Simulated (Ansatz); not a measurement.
# F₂H₃NOTi: up Jacob's ladder to CCSD(T)

The task here is to estimate one member of a computed series from the others.

Computed with Ansatz 0.2.0, Gaussian basis. Level: functionals in def2-TZVPP, the program's frozen cores in correlated methods.

Levels to be run: LDA (SPW92), PBE-D4, revPBE-D4, BLYP-D4, r2SCAN-D4, B97M-V, PBE0-D4, B3LYP-D4, r2SCANh-D4, r2SCAN0-D4, HSE06-D4, BHLYP-D4, CAM-B3LYP-D4, LC-ωPBE, ωB97X-V, ωB97M-V, B2PLYP, PBE-QIDH; CCSD(T)/def2-SVP; CCSD(T)/def2-TZVPP; MP2/def2-QZVPP; extrapolation to the limit; RPA on PBE.

**Structure used throughout**

An earlier PBE0-D4 in a triple-zeta def2 set relaxation fixed the geometry.

8 atoms, charge 0, spin multiplicity 1.

Atoms are counted from 1 here; the program's logs count them from 0.

Bond lengths: N1–Ti2 1.862 Å, N1–H6 1.011 Å, N1–H7 1.010 Å, Ti2–O3 1.772 Å, Ti2–F4 1.767 Å, Ti2–F5 1.766 Å, O3–H8 0.957 Å. Angles: Ti2–N1–H6 124.5°, Ti2–N1–H7 124.4°, H6–N1–H7 111.1°, N1–Ti2–O3 106.5°, N1–Ti2–F4 109.5°, N1–Ti2–F5 110.0°, O3–Ti2–F4 112.8°, O3–Ti2–F5 112.1°, F4–Ti2–F5 106.1°, Ti2–O3–H8 143.1°.

The first run:

The input, in.yaml:

```yaml
crystal:
  periodic: [false, false, false]
  atoms:
    - {symbol: N, position_ang: [-0.483078, 1.297874, -0.171728]}
    - {symbol: Ti, position_ang: [0.433292, -0.323213, -0.205865]}
    - {symbol: O, position_ang: [-0.549267, -1.476638, 0.712218]}
    - {symbol: F, position_ang: [0.686635, -0.822538, -1.882235]}
    - {symbol: F, position_ang: [2.042715, -0.120396, 0.492075]}
    - {symbol: H, position_ang: [-0.188968, 2.132783, -0.659542]}
    - {symbol: H, position_ang: [-1.352266, 1.451332, 0.318876]}
    - {symbol: H, position_ang: [-0.497063, -2.196203, 1.340402]}
basis:
  gaussian: {orbitals: def2-TZVPP}
hamiltonian: {xc: lda}
output: {orbitals: {seedname: orbitals}}
```

Steps of the session up to this table: LDA; PBE-D4 (GGA); revPBE-D4 (GGA); BLYP-D4 (GGA); r2SCAN-D4 (meta-GGA); B97M-V (meta-GGA); PBE0-D4 (hybrid); B3LYP-D4 (hybrid); r2SCANh-D4 (hybrid); r2SCAN0-D4 (hybrid); HSE06-D4 (hybrid); BHLYP-D4 (hybrid); CAM-B3LYP-D4 (range-separated); LC-ωPBE-D4 (range-separated; the results give it without D4); ωB97X-V (range-separated); ωB97M-V (range-separated); B2PLYP (double hybrid); PBE-QIDH (double hybrid).

One table of the session follows, with a row left open; its other results are not shown here.

It belongs to the step «Frontier levels by functional». 

| functional | HOMO (eV) | LUMO (eV) | gap (eV) |
| --- | --- | --- | --- |
| LDA (SPW92) | -6.83 | -3.19 | 3.65 |
| PBE-D4 | -6.61 | -2.91 | 3.69 |
| revPBE-D4 | -6.53 | -2.82 | 3.71 |
| BLYP-D4 | -6.51 | -2.85 | 3.65 |
| r2SCAN-D4 | -6.92 | -2.83 | 4.09 |
| B97M-V | -6.98 | -2.83 | 4.15 |
| PBE0-D4 | -8.08 | -1.90 | 6.18 |
| B3LYP-D4 | -7.85 | -2.22 | 5.63 |
| r2SCANh-D4 | -7.48 | -2.44 | 5.04 |
| r2SCAN0-D4 | -8.31 | -1.83 | 6.48 |
| HSE06-D4 | -7.67 | -2.29 | 5.39 |
| BHLYP-D4 | -9.47 | -0.74 | 8.73 |
| CAM-B3LYP-D4 | -9.55 | -0.78 | 8.78 |
| LC-ωPBE | -10.93 | 0.47 | 11.40 |
| ωB97X-V | -10.55 | 0.44 | 10.98 |
| ωB97M-V | ? | ? | ? |

Q: Estimate the row for ωB97M-V from the others.

The run gave: HOMO (eV): -10.46; LUMO (eV): 0.42; gap (eV): 10.88. In the column «HOMO (eV)» it lies between ωB97X-V (-10.55) and CAM-B3LYP-D4 (-9.55).
